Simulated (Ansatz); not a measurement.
# Zr3B: the cost of one run

Program: Ansatz 0.2.0. Level of theory: DFT PBE, scalar-relativistic, plane waves, PAW. These are calculated values, not measurements.

1 further run of the same task is left out (set aside as unsound or not needed).

### Step 1. The structure to begin with

It takes space group Im-3m (No. 229, cubic). Conventional cell: a = 5.403 Å, b = 5.403 Å, c = 5.403 Å, α = 90.00°, β = 90.00°, γ = 90.00°. Zr (site symmetry 4/mmm) has 4 Zr at 2.70 Å and 2 B at 2.70 Å as nearest neighbours. Around B (site symmetry m-3m) lie 6 Zr at 2.70 Å.

Structure file:

```
Zr B
1.0
    -2.70153    2.70153    2.70153
     2.70153   -2.70153    2.70153
     2.70153    2.70153   -2.70153
Zr B
3 1
Direct
  0.00000 0.50000 0.50000
  0.50000 0.00000 0.50000
  0.50000 0.50000 0.00000
  0.00000 0.00000 0.00000
```

It is the end of an earlier relaxation with the same method, from a generated guess; it is a trial structure. At a tolerance of 0.05 Å it has space group Im-3m (No. 229); it has 19.72 Å³/atom, an uncorrected energy of +0.83 eV/atom over the elements.

### Step 2. Static run: bands, density of states and charges

The input, input.yaml:

```yaml
crystal:
  lattice:
    - [-2.7015327016, 2.7015327016, 2.7015327016]
    - [2.7015327016, -2.7015327016, 2.7015327016]
    - [2.7015327016, 2.7015327016, -2.7015327016]
  atoms:
    - { symbol: Zr, position: [0.0, 0.5, 0.5] }
    - { symbol: Zr, position: [0.5, 0.0, 0.5] }
    - { symbol: Zr, position: [0.5, 0.5, 0.0] }
    - { symbol: B, position: [0.0, 0.0, 0.0] }
basis:
  ecutwfc: 420
kpoints:
  mp_grid: { grid: [12, 12, 12] }
  band_path:
    path:
      - [[0.0, 0.0, 0.0], [0.5, -0.5, 0.5], [0.0, 0.0, 0.5], [0.0, 0.0, 0.0], [0.25, 0.25, 0.25], [0.5, -0.5, 0.5]]
      - [[0.25, 0.25, 0.25], [0.0, 0.0, 0.5]]
    npoints: 14
hamiltonian:
  xc: pbe
scf:
  occupations: { method: gaussian, width: 0.1 }
  n_extra_bands: 10
output:
  forces: true
  stress: true
  eigenvalues: true
  populations: true
  dos: { projected: true, de: 0.02, nscf_kmesh: { grid: [15, 15, 15] } }
  bader: true
```

The run is started by

```bash
> ansatz run input.yaml --threads 1 --pin off --max-ram 2560MiB --backend cpu --events-out ev --progress --plain --runs-dir out
```

**Question.** How long does this run take on 1 thread of Intel Xeon Platinum 8488C (Sapphire Rapids), shared host, and how much memory does it need?

About 39 s, with a peak of 0.48 GiB.
